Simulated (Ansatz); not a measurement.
# C2H3AlCl2: the cost of one run

All numbers below are computed with Ansatz 0.2.0 (RKS PBE-D4/def2-SVP).

## 1. The system as given

Bond lengths: C1–C2 1.354 Å, C2–Al3 1.995 Å, Al3–Cl4 2.142 Å, Al3–Cl5 2.213 Å, C1–H6 1.033 Å, C1–H7 1.125 Å, C2–H8 1.054 Å. Angles: C1–C2–Al3 123.7°, C1–C2–H8 117.4°, Al3–C2–H8 118.8°, C2–C1–H6 122.6°, C2–C1–H7 118.2°, H6–C1–H7 118.7°, C2–Al3–Cl4 120.4°, C2–Al3–Cl5 119.3°, Cl4–Al3–Cl5 120.2°.

As a file:

```xyz
8

C     0.7201   -0.1234    1.3387
C    -0.0570   -0.6568    0.3670
Al   -0.5911    0.3233   -1.2860
Cl   -1.6883   -0.6760   -2.8311
Cl    0.0806    2.4129   -1.5719
H     0.9345   -0.6232    2.2167
H     1.0346    0.9518    1.2379
H    -0.3413   -1.6657    0.4728
```

## 2. End point A

input.yaml reads:

```yaml
crystal:
  periodic: [false, false, false]
  atoms:
    - { symbol: C, position_ang: [0.7201, -0.1234, 1.3387] }
    - { symbol: C, position_ang: [-0.057, -0.6568, 0.367] }
    - { symbol: Al, position_ang: [-0.5911, 0.3233, -1.286] }
    - { symbol: Cl, position_ang: [-1.6883, -0.676, -2.8311] }
    - { symbol: Cl, position_ang: [0.0806, 2.4129, -1.5719] }
    - { symbol: H, position_ang: [0.9345, -0.6232, 2.2167] }
    - { symbol: H, position_ang: [1.0346, 0.9518, 1.2379] }
    - { symbol: H, position_ang: [-0.3413, -1.6657, 0.4728] }
basis:
  gaussian: { orbitals: def2-SVP }
hamiltonian:
  xc: pbe
  dispersion: d4
relax:
  f_tol: 0.02
  max_steps: 50
```

Run with:

```console
> ansatz run input.yaml --threads 2 --pin off --max-ram 3072MiB --backend cpu --events-out ev --progress --plain --runs-dir out
```

**Question.** How long does this run take on 2 threads of Arm Neoverse V2, shared host, and how much memory does it need?

About 13 s, with a peak of 0.14 GiB.
